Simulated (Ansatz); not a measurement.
# CH₉ClN₂Si₂: one species, many methods

An exercise on one series of results from a longer session: the logs are not shown, and one member is left open.

Method: functionals in def2-TZVPP, the program's frozen cores in correlated methods; program: Ansatz 0.2.0, Gaussian basis.

The runs, in order: PBE-D4, r2SCAN-D4, PBE0-D4, B3LYP-D4, ωB97X-V, ωB97M-V, B2PLYP; CCSD(T)/def2-TZVPP; MP2/def2-QZVPP; extrapolation to the limit.

### Structure used throughout

All runs share one geometry, relaxed beforehand with PBE0-D4 in a triple-zeta def2 set.

SMILES `N[SiH2]C[SiH](N)Cl`, 15 atoms, charge 0, spin multiplicity 1.

Atoms are counted from 1 here; the program's logs count them from 0.

Bond lengths: N1–Si2 1.719 Å, N1–H7 1.011 Å, N1–H8 1.007 Å, Si2–C3 1.873 Å, Si2–H9 1.496 Å, Si2–H10 1.488 Å, C3–Si4 1.849 Å, C3–H11 1.096 Å, C3–H12 1.095 Å, Si4–N5 1.716 Å, Si4–Cl6 2.079 Å, Si4–H13 1.480 Å, N5–H14 1.010 Å, N5–H15 1.009 Å. Angles: Si2–N1–H7 117.1°, Si2–N1–H8 119.7°, H7–N1–H8 111.6°, N1–Si2–C3 108.5°, N1–Si2–H9 115.6°, N1–Si2–H10 107.3°, C3–Si2–H9 107.1°, C3–Si2–H10 111.3°, H9–Si2–H10 107.0°, Si2–C3–Si4 114.7°, Si2–C3–H11 109.1°, Si2–C3–H12 109.0°, Si4–C3–H11 108.9°, Si4–C3–H12 107.9°, H11–C3–H12 107.1°, C3–Si4–N5 109.5°, C3–Si4–Cl6 108.6°, C3–Si4–H13 113.5° and more.

The first run:

Input file in.yaml:

```yaml
crystal:
  periodic: [false, false, false]
  atoms:
    - {symbol: N, position_ang: [-0.125723, 1.999912, 0.532563]}
    - {symbol: Si, position_ang: [-0.312444, 1.331681, -1.039897]}
    - {symbol: C, position_ang: [-0.786955, -0.471953, -0.866309]}
    - {symbol: Si, position_ang: [0.449937, -1.511810, 0.033046]}
    - {symbol: N, position_ang: [0.677669, -0.888595, 1.616054]}
    - {symbol: Cl, position_ang: [-0.208175, -3.483551, 0.022400]}
    - {symbol: H, position_ang: [0.505048, 1.525115, 1.163465]}
    - {symbol: H, position_ang: [-0.081464, 2.999688, 0.647411]}
    - {symbol: H, position_ang: [0.899731, 1.386055, -1.914426]}
    - {symbol: H, position_ang: [-1.380108, 2.108136, -1.726336]}
    - {symbol: H, position_ang: [-1.750666, -0.540965, -0.349681]}
    - {symbol: H, position_ang: [-0.925172, -0.902048, -1.864283]}
    - {symbol: H, position_ang: [1.778080, -1.545290, -0.618750]}
    - {symbol: H, position_ang: [-0.142559, -0.709318, 2.177677]}
    - {symbol: H, position_ang: [1.402792, -1.297078, 2.187066]}
basis:
  gaussian: {orbitals: def2-TZVPP}
hamiltonian: {xc: pbe, dispersion: d4}
output: {forces: true, orbitals: {seedname: orbitals}}
```

The run is started by

```console
$ ansatz run in.yaml --threads 2 --pin off --events-out ev --progress --plain --max-ram 32768MiB --backend cuda --devices 0, --max-vram 18GiB
```

Steps of the session up to this table: PBE-D4 (GGA); r2SCAN-D4 (meta-GGA); PBE0-D4 (hybrid); B3LYP-D4 (hybrid); ωB97X-V (range-separated); ωB97M-V (range-separated); B2PLYP (double hybrid); CCSD(T) in def2-TZVPP; MP2 in def2-QZVPP.

One of the session's tables, all rows but one given; the rest of the session is left out.

It belongs to the step «Atomisation energies». 

```
            method  atomisation energy (kJ/mol)
            PBE-D4                       5287.6
         r2SCAN-D4                       5232.4
           PBE0-D4                       5224.9
          B3LYP-D4                       5247.7
           ωB97X-V                       5279.2
           ωB97M-V                       5274.4
            B2PLYP                       5174.9
     HF/def2-TZVPP                       3787.1
    MP2/def2-TZVPP                       5143.2
   CCSD/def2-TZVPP                            ?
CCSD(T)/def2-TZVPP                       5091.0
           MP2/CBS                       5304.1
       CCSD(T)/CBS                       5252.0
```

Q: Estimate the row for CCSD/def2-TZVPP from the others.

**Answer.** atomisation energy (kJ/mol): 5021.0. In the column «atomisation energy (kJ/mol)» it lies between HF/def2-TZVPP (3787.1) and CCSD(T)/def2-TZVPP (5091.0).
